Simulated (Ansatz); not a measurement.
**Pd (fcc type): a single-point run**

The task is a single-point run on Pd (fcc type).

Computed with Ansatz 0.2.0 (DFT, LDA, all-electron PAW with datasets made for the crystal, scalar-relativistic, unless a step's input says otherwise).

**1. The starting structure**

Symmetry: Fm-3m, No. 225, cubic system. Conventional cell: a = 7.259 Å, b = 7.259 Å, c = 7.259 Å, α = 90.00°, β = 90.00°, γ = 90.00°.

Coordinates:

```
CELL_PARAMETERS angstrom
0.00000 3.62955 3.62955
3.62955 0.00000 3.62955
3.62955 3.62955 0.00000
ATOMIC_POSITIONS crystal
Pd 0.00000 0.00000 0.00000
```

**2. The calculation**

input.yaml reads:

```yaml
crystal:
  lattice:
    - [0.0, 3.62954887, 3.62954887]
    - [3.62954887, 0.0, 3.62954887]
    - [3.62954887, 3.62954887, 0.0]
  atoms:
    - { symbol: Pd, position: [0.0, 0.0, 0.0] }
kpoints:
  mp_grid: { grid: [17, 17, 17] }
scf:
  occupations: { method: fermi_dirac, width: 0.1 }
  max_iter: 80
hamiltonian:
  xc: lda
  pseudopotentials: { kind: all_electron, datasets: crystal }
output:
  forces: true
  stress: true
  eigenvalues: true
```

The run is started by

```
> ansatz run input.yaml --threads 1 --pin off --max-ram 2048MiB --backend cpu --events-out ev --progress --plain --runs-dir out
```

Q: Will this input give a usable result? If not, why, and what should change?

The run converged and reported no error, with warnings (crystal datasets made). Convergence says nothing about whether the input makes sense.

A unit slip: numbers in bohr are taken as ångström. The shortest distance in the input is 5.13 Å.

The cure: convert the lengths to the unit that the input reads.
